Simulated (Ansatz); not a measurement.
# FH5NSi2: the cost of one run

All numbers below are computed with Ansatz 0.2.0 (RKS B3LYP-D4/def2-SVP).

## 1. The system as given

Bond lengths: N1–Si2 2.074 Å, Si2–F3 1.633 Å, Si2–Si4 2.301 Å, N1–H5 1.021 Å, N1–H6 1.018 Å, N1–H7 1.019 Å, Si4–H8 1.485 Å, Si4–H9 1.467 Å. Angles: N1–Si2–F3 85.6°, N1–Si2–Si4 103.7°, F3–Si2–Si4 97.9°, Si2–N1–H5 111.3°, Si2–N1–H6 115.4°, Si2–N1–H7 106.7°, H5–N1–H6 108.9°, H5–N1–H7 106.5°, H6–N1–H7 107.6°, Si2–Si4–H8 157.6°, Si2–Si4–H9 99.2°, H8–Si4–H9 101.6°.

As a file:

```xyz
9

N     0.3521    1.5045   -0.4278
Si    0.0665   -0.4539   -1.0470
F     1.6374   -0.6740   -0.6587
Si   -0.8594   -1.4786    0.7938
H     0.9600    1.5502    0.3909
H    -0.4979    2.0301   -0.2362
H     0.8452    1.9811   -1.1819
H    -1.0573   -1.8066    2.2281
H    -1.4468   -2.6529    0.1388
```

## 2. End point A

input.yaml

```yaml
crystal:
  periodic: [false, false, false]
  atoms:
    - { symbol: "N", position_ang: [0.35208, 1.50449, -0.42777] }
    - { symbol: Si, position_ang: [0.06649, -0.45394, -1.04701] }
    - { symbol: F, position_ang: [1.63743, -0.67401, -0.65869] }
    - { symbol: Si, position_ang: [-0.85937, -1.4786, 0.79376] }
    - { symbol: H, position_ang: [0.96005, 1.55024, 0.3909] }
    - { symbol: H, position_ang: [-0.49787, 2.03015, -0.23621] }
    - { symbol: H, position_ang: [0.84519, 1.98112, -1.18189] }
    - { symbol: H, position_ang: [-1.05725, -1.80658, 2.22812] }
    - { symbol: H, position_ang: [-1.44676, -2.65286, 0.1388] }
total_charge: 1
basis:
  gaussian: { orbitals: def2-SVP }
hamiltonian:
  xc: b3lyp
  dispersion: d4
relax:
  f_tol: 0.02
  max_steps: 50
output:
  orbitals: {}
```

The run is started by

```
$ ansatz run input.yaml --threads 2 --pin off --max-ram 3072MiB --backend cpu --events-out ev --progress --plain --runs-dir out
```

What time and memory should one allow on 2 threads of AMD EPYC 9R45 (Zen 5), shared host?

About 11 s, with a peak of 0.19 GiB.
